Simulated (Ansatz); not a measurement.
This script makes an atomisation energy of C3H5O, SMILES [CH2]OC=C with the Ansatz DFT code, driven from Python.

Script `run_tae.py`:
```python
from collections import Counter

import ansatz

BASIS = "aug-cc-pVDZ"
XC = "b3lyp"


def single_point(molecule, charge=0, unpaired=0):
    calc = molecule.calculation().basis(gaussian=BASIS).functional(XC)
    if charge:
        calc = calc.charge(charge)
    if unpaired:
        calc = calc.spin("collinear", total=unpaired)
    report = calc.run().report
    if report["published_state_doubts"]:
        print("  doubts:", report["published_state_doubts"])
    return report["free_energy_ev"]


def main() -> None:
    system = (
        ansatz.Crystal.molecule()
        .atom("C", (-0.1849, 1.7644, -0.1774))
        .atom("O", (0.2063, 0.5816, -0.5677))
        .atom("C", (-0.0905, -0.4902, 0.2231))
        .atom("C", (0.4241, -1.7122, -0.0805))
        .atom("H", (0.0247, 2.5873, -0.898))
        .atom("H", (-0.784, 1.9368, 0.725))
        .atom("H", (-0.591, -0.2754, 1.1406))
        .atom("H", (0.169, -2.5479, 0.5627))
        .atom("H", (0.9147, -1.8906, -0.9449))
    )

    unpaired = {"C": 2, "O": 2, "H": 1}
    counts = Counter(site.symbol for site in system.cartesian_sites)
    atom_energy = {s: single_point(ansatz.Crystal.molecule().atom(s, (0, 0, 0)), 0, unpaired[s]) for s in counts}
    whole = single_point(system, 0, 1)
    for s, e in atom_energy.items():
        print(f"{s:2s} x{counts[s]}  {e:14.5f} eV")
    print(f"C3H5O: {whole:.5f} eV")
    split = sum(counts[s] * e for s, e in atom_energy.items()) - whole
    print(f"atomisation energy (no zero-point term): {96.485332 * split:.1f} kJ/mol, {split / sum(counts.values()):.3f} eV an atom")


if __name__ == "__main__":
    main()
```

What does it cost to take this molecule apart into atoms?

3460.4 kJ/mol from the electronic energies, without the zero-point term.

The output:

```console
$ python run_tae.py
C  x3     -1030.06513 eV
O  x1     -2042.95355 eV
H  x5       -13.65079 eV
C3H5O: -5237.26710 eV
atomisation energy (no zero-point term): 3460.4 kJ/mol, 3.985 eV an atom
```

What to keep in mind:
- Total energies depend on the basis set; only differences at equal settings carry meaning.
- The geometry is a force-field or estimated start, not a minimum of this method, and the basis set is short of its limit. All parts are taken at fixed geometry, without zero-point energy.
- The species is open-shell (spin multiplicity 2).
- b3lyp holds the VWN-RPA fit, as in Gaussian; the form of ORCA and Turbomole is b3lyp5.
- It ran for 6.9 s on 1 thread of Intel(R) Xeon(R) Processor @ 2.30GHz (shared host), peak memory 0.42 GiB.
